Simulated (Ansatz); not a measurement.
# HOW: the cost of one run

Computed with Ansatz 0.2.0, Gaussian basis. Level: def2-QZVPP, core rule «outside noble gas», up to 5 orbitals frozen.

Plan: UHF; ROHF; CCSD(T) on UHF.

2 further runs of the same task are left out: 2 set aside as unsound or not needed. Runs told in other sessions of the task aren't counted.

## Step 1: The system

The geometry is a PBE0/def2-TZVP stationary point (not a proven minimum) of the parent state, kept for this charge and spin. No spin-orbit coupling is included. Elements past krypton take def2 core potentials.

3 atoms, charge 1, spin multiplicity 5.

Atoms are counted from 1 here; the program's logs count them from 0.

Bond lengths: W1–O2 1.795 Å, O2–H3 0.974 Å. Angles: W1–O2–H3 128.0°.

Geometry (Å):

```csv
atom,x (Å),y (Å),z (Å)
W1,0.0000,-0.1706,1.4092
O2,0.0000,-0.2798,-0.3820
H3,0.0000,0.4504,-1.0272
```

## Step 2: UHF

in.yaml reads:

```yaml
crystal:
  periodic: [false, false, false]
  atoms:
    - {symbol: W, position_ang: [0.000000, -0.170624, 1.409222]}
    - {symbol: O, position_ang: [0.000000, -0.279768, -0.381991]}
    - {symbol: H, position_ang: [0.000000, 0.450392, -1.027231]}
basis:
  gaussian: {orbitals: "def2-QZVPP.json"}
total_charge: 1
magnetization: {spin_polarized: true, initial_magnetization: 4}
hamiltonian: {xc: hf}
output: {orbitals: {seedname: orbitals}}
```

Run with:

```
ansatz run in.yaml --threads 1 --pin off --events-out ev --progress --plain --max-ram 4096MiB --backend cpu
```

What time and memory should one allow on 1 thread of AMD EPYC 7R13, shared host?

About 15 s, with a peak of 0.39 GiB.
